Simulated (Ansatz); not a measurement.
# ZnO: the cost of one run

Program: Ansatz 0.2.0. Level of theory: DFT PBE, PAW, plane waves, scalar-relativistic. These are calculated values, not measurements.

1 further run of the same task is left out (it didn't finish).

**1. Starting point**

The structure is hexagonal, space group P6_3mc (No. 186). Conventional cell: a = 3.220 Å, b = 3.220 Å, c = 5.200 Å, α = 90.00°, β = 90.00°, γ = 120.00°. Zn (site symmetry 3m) is surrounded by 4 O at 1.95 to 1.97 Å. O (site symmetry 3m) has 4 Zn at 1.95 to 1.97 Å as nearest neighbours.

Coordinates:

```
CELL_PARAMETERS angstrom
3.22000 0.00000 0.00000
-1.61000 2.78860 0.00000
0.00000 0.00000 5.20000
ATOMIC_POSITIONS crystal
Zn 0.33333 0.66667 0.00000
Zn 0.66667 0.33333 0.50000
O 0.33333 0.66667 0.37500
O 0.66667 0.33333 0.87500
```

Atoms are counted from 1 in the order of input.yaml (O4 and so on).

After the default run come: density-residual threshold 1e-4 eV; fixed occupations; linear mixing, β 0.2, no preconditioner; Fermi–Dirac width 0.0005 eV, no switch to direct minimisation; cold smearing, width 0.15 eV; Broyden, β 0.9, history 16, no preconditioner; cutoff 300 eV.

The search for lower states is off throughout, and inputs that name a mixer don't switch to direct minimisation unless they say so. Spin polarisation is off.

**2. Default SCF settings**

input.yaml

```yaml
crystal:
  lattice:
    - [3.21999922, 0.0, 0.0]
    - [-1.60999961, 2.78860113, 0.0]
    - [0.0, 0.0, 5.2]
  atoms:
    - { symbol: Zn, position: [0.33333333, 0.66666667, 0.0] }
    - { symbol: Zn, position: [0.66666667, 0.33333333, 0.5] }
    - { symbol: O, position: [0.33333333, 0.66666667, 0.375] }
    - { symbol: O, position: [0.66666667, 0.33333333, 0.875] }
hamiltonian:
  xc: pbe
  pseudopotentials: { kind: paw }
basis:
  ecutwfc: 420
kpoints:
  mp_grid: { grid: [8, 8, 4] }
scf:
  occupations: { method: fermi_dirac, width: 0.03 }
  lower_state_search: "off"
output:
  forces: true
  stress: true
```

The run is started by

```console
ansatz run input.yaml --threads 2 --pin off --max-ram 5120MiB --backend cpu --events-out ev --progress --plain --runs-dir out
```

**Question.** How long does this run take on 2 threads of Arm Neoverse V1, shared host, and how much memory does it need?

About 1.6 s, with a peak of 0.33 GiB.
